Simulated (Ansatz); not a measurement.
# H10O2Si4: single point in a Gaussian basis, by script

A script is to give a single point in a Gaussian basis; the system is H10O2Si4. SMILES: [SiH3]O[SiH]([SiH3])O[SiH3].

Computed with the Python package of Ansatz 0.2.0. Level of theory: CAM-B3LYP/def2-SVPD.

### 1 Starting point

Bond lengths (14 of 15 bonds, heavy atoms first): Si1–O2 1.654 Å, O2–Si3 1.656 Å, Si3–Si4 2.343 Å, Si3–O5 1.657 Å, O5–Si6 1.655 Å, Si1–H7 1.482 Å, Si1–H8 1.483 Å, Si1–H9 1.482 Å, Si3–H10 1.484 Å, Si4–H11 1.489 Å, Si4–H12 1.489 Å, Si4–H13 1.489 Å, Si6–H14 1.483 Å, Si6–H15 1.482 Å. Angles (14 of 26 angles, heavy atoms first): Si1–O2–Si3 139.7°, O2–Si3–Si4 111.3°, O2–Si3–O5 109.9°, Si4–Si3–O5 111.2°, Si3–O5–Si6 139.0°, O2–Si1–H7 109.6°, O2–Si1–H8 108.8°, O2–Si1–H9 110.0°, O2–Si3–H10 107.9°, Si4–Si3–H10 108.3°, O5–Si3–H10 108.1°, Si3–Si4–H11 110.0°, Si3–Si4–H12 110.1°, Si3–Si4–H13 110.6°.

The script holds or builds the structure itself.

### 2 Script

Input file energy_h10o2si4.py:

```python
"""Single point of H10O2Si4."""

from pathlib import Path
import json

import ansatz
from ase import Atoms
import numpy as np

config = {
    "basis": "def2-SVPD",
    "xc": "cam_b3lyp",
}

atoms = Atoms(["Si", "O", "Si", "Si", "O", "Si", "H", "H", "H", "H", "H", "H", "H", "H", "H", "H"], positions=[
    (-1.5667, 2.0442, -1.3774),
    (-0.8412, 1.655, 0.0569),
    (-0.0341, 0.3931, 0.763),
    (-1.328, -1.56, 0.7491),
    (1.4175, 0.1545, 0.0003),
    (2.7787, -0.7719, 0.1671),
    (-2.1278, 3.4139, -1.2948),
    (-2.664, 1.0807, -1.6357),
    (-0.5809, 1.9686, -2.4818),
    (0.2415, 0.7599, 2.1747),
    (-1.611, -1.9733, -0.6533),
    (-0.5954, -2.6635, 1.4294),
    (-2.6219, -1.3376, 1.4512),
    (2.3973, -2.2018, 0.0773),
    (3.7379, -0.447, -0.9149),
    (3.398, -0.5148, 1.489),
])
h10o2si4 = ansatz.Crystal.molecule_from_ase(atoms)

setup = (
    h10o2si4.calculation()
    .basis(gaussian=config["basis"])
    .functional(config["xc"])
    .forces()
    .orbitals()
)
done = setup.run(threads=1, pin="off", runs_dir="h10o2si4_runs")
r = done.report

print("reference energy %16.6f eV" % r["reference_energy_ev"])
print("total energy     %16.6f eV" % r["free_energy_ev"])
print("occupied orbitals outside the frozen core (up, down):", r["n_occupied"], " frozen:", r["n_frozen"], " virtual:", r["n_virtual"])

symbols = [site.symbol for site in h10o2si4.cartesian_sites]
forces = np.array(r["forces_ev_ang"])
print("largest force", round(float(np.linalg.norm(forces, axis=1).max()), 4), "eV/A, rms", round(float(np.sqrt((forces ** 2).mean())), 4))

charges = r["charge_distribution"]
print("dipole moment", round(4.803205 * float(np.linalg.norm(charges["dipole_moment_e_ang"])), 3), "D")
print("Mulliken:", [(s, round(q, 3)) for s, q in zip(symbols, charges["mulliken_charges_e"])])

lines = Path(r["orbitals_path"]).read_text().splitlines()
field_of = lambda key: [line.split("=")[1].strip() for line in lines if line.startswith(key)]
orbitals = [(27.211386 * float(e), s, float(n)) for e, s, n in zip(field_of("Ene="), field_of("Spin="), field_of("Occup="))]
homo = max(e for e, _, n in orbitals if n > 0.5)
lumo = min(e for e, _, n in orbitals if n < 0.5)
print(f"HOMO {homo:.3f} eV, LUMO {lumo:.3f} eV, gap {lumo - homo:.3f} eV")
with open("h10o2si4.json", "w") as handle:
    json.dump({k: r[k] for k in ("free_energy_ev", "reference_energy_ev", "n_occupied", "n_virtual")}, handle, indent=1)
```

### 3 What the engine is handed

The package turns the script's settings into the engine's input:

```yaml
crystal:
  periodic: [false, false, false]
  atoms:
    - { symbol: Si, position_ang: [-1.5667, 2.0442, -1.3774] }
    - { symbol: O, position_ang: [-0.8412, 1.655, 0.0569] }
    - { symbol: Si, position_ang: [-0.0341, 0.3931, 0.763] }
    - { symbol: Si, position_ang: [-1.328, -1.56, 0.7491] }
    - { symbol: O, position_ang: [1.4175, 0.1545, 0.0003] }
    - { symbol: Si, position_ang: [2.7787, -0.7719, 0.1671] }
    - { symbol: H, position_ang: [-2.1278, 3.4139, -1.2948] }
    - { symbol: H, position_ang: [-2.664, 1.0807, -1.6357] }
    - { symbol: H, position_ang: [-0.5809, 1.9686, -2.4818] }
    - { symbol: H, position_ang: [0.2415, 0.7599, 2.1747] }
    - { symbol: H, position_ang: [-1.611, -1.9733, -0.6533] }
    - { symbol: H, position_ang: [-0.5954, -2.6635, 1.4294] }
    - { symbol: H, position_ang: [-2.6219, -1.3376, 1.4512] }
    - { symbol: H, position_ang: [2.3973, -2.2018, 0.0773] }
    - { symbol: H, position_ang: [3.7379, -0.447, -0.9149] }
    - { symbol: H, position_ang: [3.398, -0.5148, 1.489] }
basis:
  gaussian:
    orbitals: def2-SVPD
hamiltonian:
  xc: cam_b3lyp
output:
  orbitals: {}
  forces: true
```

### 4 The run

Started as:

```sh
> python energy_h10o2si4.py
```

Q: Predict the main results. Wanted: total energy; largest force; dipole moment; HOMO-LUMO gap of the mean field.

The runs gave:

```
                                             quantity           value
                                         total energy  -35757.8690 eV
                                        largest force      0.510 eV/Å
                                        dipole moment          0.50 D
HOMO-LUMO gap of the mean field (CAM-B3LYP/def2-SVPD)         9.62 eV
```

Forces reach 0.51 eV/Å, so the atoms aren't at rest. Reading the output:
- The geometry is a force-field or estimated start, not a minimum of this method, and the basis set is short of its limit.
- Levels such as HOMO and LUMO are orbital energies: with these approximate functionals they aren't the ionisation energy and electron affinity, and their gap isn't the fundamental gap.
- Mulliken charges are unreliable in a basis with diffuse functions.
